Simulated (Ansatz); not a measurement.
**Ta2AlF3: a trial structure relaxed**

The task: take a trial cell of Ta2AlF3 to zero force and stress.

Computed with Ansatz 0.2.0 (DFT PBE, scalar-relativistic, plane waves, PAW, unless a step's input says otherwise).

### Step 1. The system as given

It takes space group P-4m2 (No. 115, tetragonal). Conventional cell: a = 4.063 Å, b = 4.063 Å, c = 5.786 Å, α = 90.00°, β = 90.00°, γ = 90.00°. Ta (site symmetry 2mm) is surrounded by 2 Al at 2.44 Å and 6 F at 2.44 to 2.56 Å. Al (site symmetry -4m2) is surrounded by 4 Ta at 2.44 Å and 6 F at 2.87 to 2.89 Å. F (site symmetry -4m2) has 4 Ta at 2.56 Å as nearest neighbours. F (site symmetry -4m2) has 4 Ta at 2.56 Å and 2 Al at 2.89 Å as nearest neighbours. F (site symmetry -4m2) is surrounded by 4 Ta at 2.44 Å.

Structure file:

```
Ta Al F
1.0
     4.06281    0.00000    0.00000
     0.00000    4.06281    0.00000
     0.00000    0.00000    5.78575
Ta Al F
2 1 3
Cartesian
  0.0000 2.0314 1.5501
  2.0314 0.0000 4.2357
  0.0000 0.0000 2.8929
  2.0314 2.0314 0.0000
  0.0000 0.0000 0.0000
  2.0314 2.0314 2.8929
```

The cell is invented: species swapped into a database cell of Li3MnAs2 (P-4m2, No. 115), with F on the Li sites, Al on the Mn sites and Ta on the As sites. The dimensions are guesses.

### Step 2. A first look at the guess

The input, input.yaml:

```yaml
crystal:
  lattice:
    - [4.06281468, 0.0, 0.0]
    - [0.0, 4.06281468, 0.0]
    - [0.0, 0.0, 5.78575051]
  atoms:
    - { symbol: Ta, position: [0.0, 0.5, 0.26791] }
    - { symbol: Ta, position: [0.5, 0.0, 0.73209] }
    - { symbol: Al, position: [0.0, 0.0, 0.5] }
    - { symbol: F, position: [0.5, 0.5, 0.0] }
    - { symbol: F, position: [0.0, 0.0, 0.0] }
    - { symbol: F, position: [0.5, 0.5, 0.5] }
basis:
  ecutwfc: 420
kpoints:
  mp_grid: { grid: [4, 4, 4] }
hamiltonian:
  xc: pbe
scf:
  occupations: { method: gaussian, width: 0.1 }
  lower_state_search: "off"
output:
  forces: true
  stress: true
  eigenvalues: true
```

Command:

```bash
$ ansatz run input.yaml --threads 1 --pin off --max-ram 2560MiB --backend cpu --events-out ev --progress --plain --runs-dir out
```

The session goes on with these runs: spin check on a coarse mesh; rough relaxation on the coarse mesh; final relaxation.

**Question.** What will these runs give? Wanted: conventional cell; volume; energy over the elements; gap on the mesh; total moment.

**Answer**, as computed:

```
                                                              quantity                                                                      value
                                symmetry at the end (tolerance 0.05 Å)                                                space group P-4m2 (No. 115)
                                                     conventional cell  a = 4.420 Å, b = 4.420 Å, c = 4.806 Å, α = 90.00°, β = 90.00°, γ = 90.00°
                                                                volume                                                              15.65 Å³/atom
energy over the elements (uncorrected; H, N, O, F and Cl as molecules)                                                              -0.28 eV/atom
                                                       gap on the mesh                                                               none (metal)
                                                          total moment                                                               0.66 μB/cell
```

In words: The space group P-4m2 (No. 115) is kept, and the volume per atom shrinks by 1.7 % from the first guess. A negative formation energy is needed for stability but isn't enough; other structures and compounds were not set against it here. No finished test with a distortion of lower symmetry is shown, so the end may be a saddle point. Spin-orbit coupling is left out for Ta. Other magnetic orders were not searched.
